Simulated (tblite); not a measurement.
# C4H11FOSi2: the cost of one run

The runs use tblite 0.8.0 and PySCF 2.14.0, with density-fitted response routines of our own; the level of theory stands in each step. All values are computed, except where a source is named. Atoms count from 0, in the outputs and in this text.

**1. The molecule as given**

19 atoms, charge 0, multiplicity 1; geometry from: force field or distance geometry start.

Bonds of the start (Å): F0–C1 1.36, C1–C2 1.36, C2–O3 1.34, O3–Si4 1.70, Si4–C5 1.88, C5–C6 1.53, C6–Si7 1.87, C1–H8 1.07, C2–H9 1.11, Si4–H10 1.46, Si4–H11 1.49, C5–H12 1.10, C5–H13 1.12, C6–H14 1.11, C6–H15 1.13, Si7–H16 1.49, Si7–H17 1.46, Si7–H18 1.47.

**2. Relaxing the molecule with GFN2-xTB**

Job settings and geometry (Å):

```
{"job": {"kind": "relax", "xc": "GFN2-xTB", "basis": "xTB"}, "charge": 0, "multiplicity": 1}
F     -2.682000    -0.218700    -1.865700
C     -3.046600     0.747500    -0.982300
C     -2.497100     0.771300     0.259300
O     -1.592700    -0.103800     0.714900
Si    -0.849600    -1.445700    -0.006800
C      0.908000    -0.975000    -0.469600
C      1.227000     0.236400     0.401700
Si     2.956000     0.894700     0.133800
H     -3.758500     1.502700    -1.230700
H     -2.834800     1.577200     0.942100
H     -1.560700    -2.068600    -1.119900
H     -0.699100    -2.473600     1.058800
H      0.980600    -0.683800    -1.526200
H      1.617000    -1.818500    -0.293700
H      0.432900     0.983900     0.178500
H      1.150400    -0.121500     1.466800
H      3.962100    -0.177400     0.354100
H      3.170900     1.884400     1.186700
H      3.106600     1.497900    -1.194200
```

Launch:

```sh
$ OMP_NUM_THREADS=1 python probes_run.py task.json out
```

This one command runs all jobs of the session in turn.

Q: Estimate the wall time and peak memory of this first job on 1 thread of Arm Neoverse N1, shared host.

About 1.6 s, with a peak of 0.18 GiB.
